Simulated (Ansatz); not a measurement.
# BeAg2F6: the cost of one run

Method: DFT PBE, scalar-relativistic, plane waves, PAW, in Ansatz 0.2.0.

### Step 1. The starting structure

The structure is cubic, space group Fm-3m (No. 225). The conventional cell has a = 7.282 Å, b = 7.282 Å, c = 7.282 Å, α = 90.00°, β = 90.00°, γ = 90.00°. Around Be (site symmetry m-3m) lie 6 F at 1.82 Å. Ag (site symmetry -43m) has 12 F at 2.57 Å as nearest neighbours. F (site symmetry 4mm) is surrounded by 1 Be at 1.82 Å and 4 Ag at 2.57 Å.

Coordinates:

```cif
data_structure
_symmetry_space_group_name_H-M 'P 1'
_symmetry_Int_Tables_number 1
_cell_length_a 5.1493
_cell_length_b 5.1493
_cell_length_c 5.1493
_cell_angle_alpha 60.000
_cell_angle_beta 60.000
_cell_angle_gamma 60.000
_cell_volume 96.55
loop_
_atom_site_label
_atom_site_type_symbol
_atom_site_fract_x
_atom_site_fract_y
_atom_site_fract_z
_atom_site_occupancy
Be1 Be 0.00000 0.00000 0.00000 1
Ag1 Ag 0.25000 0.25000 0.25000 1
Ag2 Ag 0.75000 0.75000 0.75000 1
F1 F 0.75000 0.25000 0.25000 1
F2 F 0.25000 0.75000 0.25000 1
F3 F 0.25000 0.75000 0.75000 1
F4 F 0.75000 0.25000 0.75000 1
F5 F 0.25000 0.25000 0.75000 1
F6 F 0.75000 0.75000 0.25000 1
```

Recipe of the guess: species swapped into a database cell of Rb2PdBr6 (Fm-3m, No. 225), with Ag on the Rb sites, Be on the Pd sites and F on the Br sites. The dimensions are guesses.

### Step 2. A first look at the guess

Input file input.yaml:

```yaml
crystal:
  lattice:
    - [0.0, 3.64112094, 3.64112094]
    - [3.64112094, 0.0, 3.64112094]
    - [3.64112094, 3.64112094, 0.0]
  atoms:
    - { symbol: Be, position: [0.0, 0.0, 0.0] }
    - { symbol: Ag, position: [0.25, 0.25, 0.25] }
    - { symbol: Ag, position: [0.75, 0.75, 0.75] }
    - { symbol: F, position: [0.75, 0.25, 0.25] }
    - { symbol: F, position: [0.25, 0.75, 0.25] }
    - { symbol: F, position: [0.25, 0.75, 0.75] }
    - { symbol: F, position: [0.75, 0.25, 0.75] }
    - { symbol: F, position: [0.25, 0.25, 0.75] }
    - { symbol: F, position: [0.75, 0.75, 0.25] }
basis:
  ecutwfc: 420
kpoints:
  mp_grid: { grid: [4, 4, 4] }
hamiltonian:
  xc: pbe
scf:
  occupations: { method: gaussian, width: 0.1 }
  lower_state_search: "off"
output:
  forces: true
  stress: true
  eigenvalues: true
```

Launch:

```sh
ansatz run input.yaml --threads 1 --pin off --max-ram 2048MiB --backend cpu --events-out ev --progress --plain --runs-dir out
```

**Question.** How long does this run take on 1 thread of Arm Neoverse V2, shared host, and how much memory does it need?

About 2.7 s, with a peak of 0.34 GiB.
